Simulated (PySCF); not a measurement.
# C2H8F3NSi2: electronic excitations

What electronic excitations should C2H8F3NSi2 (`F[SiH2]N[SiH2]CC(F)F`) show?

Computed with PySCF 2.14.0, with density-fitted response routines of our own, on a single molecule in the gas phase. Atoms count from 0, in the outputs and in this text.

## Step 1: The molecule as given

16 atoms, charge 0, multiplicity 1; geometry from: GFN2-xTB.

Bonds of the start (Å): F0–Si1 1.60, Si1–N2 1.73, N2–Si3 1.73, Si3–C4 1.91, C4–C5 1.50, C5–F6 1.36, C5–F7 1.36, Si1–H8 1.46, Si1–H9 1.45, N2–H10 1.01, Si3–H11 1.47, Si3–H12 1.46, C4–H13 1.09, C4–H14 1.09, C5–H15 1.10.

## Step 2: TDDFT and polarisability: PBE0/def2-SVPD

Job settings and geometry (Å):

```
{"job": {"kind": "uv", "xc": "PBE0", "basis": "def2-SVPD", "nstates": 8, "ntriplets": 3}, "charge": 0, "multiplicity": 1}
F      3.017734     1.788152    -0.048902
Si     2.703967     0.484010     0.831356
N      1.160599    -0.063904     0.282791
Si    -0.015478     0.784347    -0.655747
C     -1.454377    -0.423349    -0.987521
C     -2.194319    -0.808415     0.261041
F     -1.394034    -1.492456     1.126481
F     -3.229392    -1.652716    -0.005065
H      2.688681     0.955411     2.208011
H      3.729960    -0.491858     0.502932
H      0.863235    -0.941098     0.678850
H     -0.550321     1.951256     0.059548
H      0.548912     1.166058    -1.948912
H     -2.171536     0.040874    -1.660213
H     -1.101135    -1.335244    -1.467623
H     -2.610097     0.047876     0.811561
```

Level: TDDFT PBE0/def2-SVPD, vertical, gas phase, core orbitals frozen in the response.

Launch:

```console
> OMP_NUM_THREADS=1 python probes_run.py task.json out
```

The driver reads the jobs from task.json and runs them one after another.

What will the session give for the following? lowest singlet (PBE0/def2-SVPD); brightest single state of those computed; lowest triplet. Wanted: lowest singlet; brightest single state of those computed; lowest triplet.

The runs gave:

```
                                quantity                        value
         lowest singlet (PBE0/def2-SVPD)  6.37 eV (195 nm), f = 0.012
brightest single state of those computed  state 8, 8.27 eV, f = 0.035
                          lowest triplet                      6.12 eV
```

**Reading.** The first singlet state (HOMO→LUMO 0.98) lies at 6.37 eV and is weak; of the 8 states computed, the strongest absorption comes from states 7 to 8 together at 8.27 eV (the last computed, so partners may be missing). The lowest triplet lies 0.25 eV below the lowest singlet (triplets in Tamm-Dancoff, singlets in full TDDFT). States above −ε(HOMO) lie where TDDFT describes them poorly and they hang on the basis; the brightest is among them.
